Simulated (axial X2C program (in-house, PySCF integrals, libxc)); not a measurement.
# A two-component session on BaCr: properties at the nuclei

Aim: properties at the nuclei of BaCr, with spin–orbit coupling in the Hamiltonian from the start.

The runs use an in-house X2C program for linear molecules on PySCF integrals; two-component X2C with atomic mean-field terms, Ba dyall-cv3z, Cr dyall-cv3z.

All values are calculated.

1 further run of the same task is left out (it didn't finish).

**1. The job**

task.json reads:

```json
{
 "zs": [
  56,
  24
 ],
 "q": 0,
 "bas": [
  "dyall-cv3z",
  "dyall-cv3z"
 ],
 "r0": 3.18,
 "levels": [
  "PBE0",
  "HF",
  "PBE50",
  "TPSSh",
  "LDA"
 ],
 "nst": 3
}
```

Keys: zs atomic numbers; q charge; bas basis sets; r0 starting distance in Å; levels methods (HF also brings MP2); nst determinants followed.

Run with:

```
> python soeom.py task.json out
```

Nuclei are Gaussian, cores are contracted, and the Gaunt term is on.

**2. Expectation values, lowest determinant**

R = 3.407 Å. State: Ω = 3 (excess of +ω over −ω: ω = 1/2, ω = 5/2).

Output of the PBE0 run:

```text
two-component X2C + atomic mean field  PBE0
basis functions 253  fitting functions 1330  grid points 5806
iter        total energy     max residual
   1      -9181.491153688     3.79e-05
   2      -9181.491153752     2.32e-05
   3      -9181.491153767     1.69e-05
   4      -9181.491153781     9.55e-06
   5      -9181.491153787     1.88e-06
   6      -9181.491153787     4.04e-07
converged
one-electron -12956.54085966  Coulomb 3820.43332691  exact exchange -61.21150088  xc functional -187.40031524  nuclear repulsion 208.75085749  atomic mean-field constant -5.52266241
```

The highest occupied spinor is 53% Ba s, 18% Ba p, 13% Cr p.

```csv
level,Eeff magnitude (GV/cm),Ws magnitude Ba (kHz),A∥/gI Ba (MHz),qzz Ba (a.u.),A∥/gI Cr (MHz),qzz Cr (a.u.),μ (D)
PBE0,6.66,1.43,247,-0.96,217,0.03,-1.61
HF,14.7,3.13,124,-1.25,161,0.02,0.26
PBE50,8.18,1.75,215,-1.06,194,-0.01,-1.15
TPSSh,6.21,1.34,268,-0.96,214,0.05,-1.67
LDA,5.35,1.15,366,-0.93,252,0.11,-2.42
```

Eeff is the effective electric field on the electron dipole moment in this Ω state and Ws the scalar–pseudoscalar constant (defined with the proton number Z and per Ω); A∥ is the parallel hyperfine constant, which follows by multiplying with the nuclear g factor gI = μI/(I μN); qzz is the electric field gradient, eQq0 = 234.96 MHz × Q/barn × qzz; μ is positive if Cr is the positive end. The operators were transformed with the bare-nucleus X2C matrices.

**3. Expectation values, a higher determinant**

R = 3.407 Å. State: Ω = 2 (excess of +ω over −ω: ω = -1/2, ω = 5/2), 0.27 eV above the lowest in the PBE0 search for states (made at or near this distance, with looser thresholds).

Output of the PBE0 run:

```text
two-component X2C + atomic mean field  PBE0
basis functions 253  fitting functions 1330  grid points 5806
iter        total energy     max residual
   1      -9181.481202340     8.12e-06
   2      -9181.481202362     6.15e-06
   3      -9181.481202370     5.42e-06
   4      -9181.481202384     7.26e-06
   5      -9181.481202392     2.67e-06
   6      -9181.481202394     1.97e-06
   7      -9181.481202395     1.02e-06
converged
one-electron -12957.15699616  Coulomb 3821.06383629  exact exchange -61.21119760  xc functional -187.40504000  nuclear repulsion 208.75085749  atomic mean-field constant -5.52266241
```

The highest occupied spinor is 33% Ba d, 24% Ba p, 23% Cr s.

```csv
level,Eeff magnitude (GV/cm),Ws magnitude Ba (kHz),A∥/gI Ba (MHz),qzz Ba (a.u.),A∥/gI Cr (MHz),qzz Cr (a.u.),μ (D)
PBE0,5.92,1.85,-770,-1.44,52.6,0.09,-3.36
HF,11.4,3.92,-550,-1.87,-96.8,-0.13,-3.85
PBE50,7.06,2.24,-728,-1.66,-11.1,0.03,-2.83
TPSSh,4.98,1.52,-755,-1.36,98.9,0.10,-3.06
LDA,5.67,1.81,-873,-1.27,114,0.18,-3.86
```

**4. Outcome**

| quantity | value |
| --- | --- |
| lowest determinant | Ω = 3 (excess of +ω over −ω: ω = 1/2, ω = 5/2) |
| Eeff magnitude (GV/cm), PBE0 | 6.66 |
| Ws magnitude Ba (kHz), PBE0 | 1.43 |
| A∥/gI Ba (MHz), PBE0 | 247 |
| qzz Ba (a.u.), PBE0 | -0.96 |
| higher determinant | Ω = 2 (excess of +ω over −ω: ω = -1/2, ω = 5/2) |
| Eeff magnitude (GV/cm), PBE0, higher determinant | 5.92 |
| Ws magnitude Ba (kHz), PBE0, higher determinant | 1.85 |
| A∥/gI Ba (MHz), PBE0, higher determinant | -770 |
| qzz Ba (a.u.), PBE0, higher determinant | -1.44 |

In words: In the first state, the effective field runs from 5.35 to 14.7 GV/cm over the mean-field levels, so the levels don't agree on it. The expectation values come from single determinants, which for open shells can mix terms of unlike spin or miss the lowest Ω, so a determinant need not be a state. Eeff is the effective electric field on the electron dipole moment in this Ω state and Ws the scalar–pseudoscalar constant (defined with the proton number Z and per Ω); A∥ is the parallel hyperfine constant, which follows by multiplying with the nuclear g factor gI = μI/(I μN); qzz is the electric field gradient, eQq0 = 234.96 MHz × Q/barn × qzz; μ is positive if Cr is the positive end. The operators were transformed with the bare-nucleus X2C matrices.
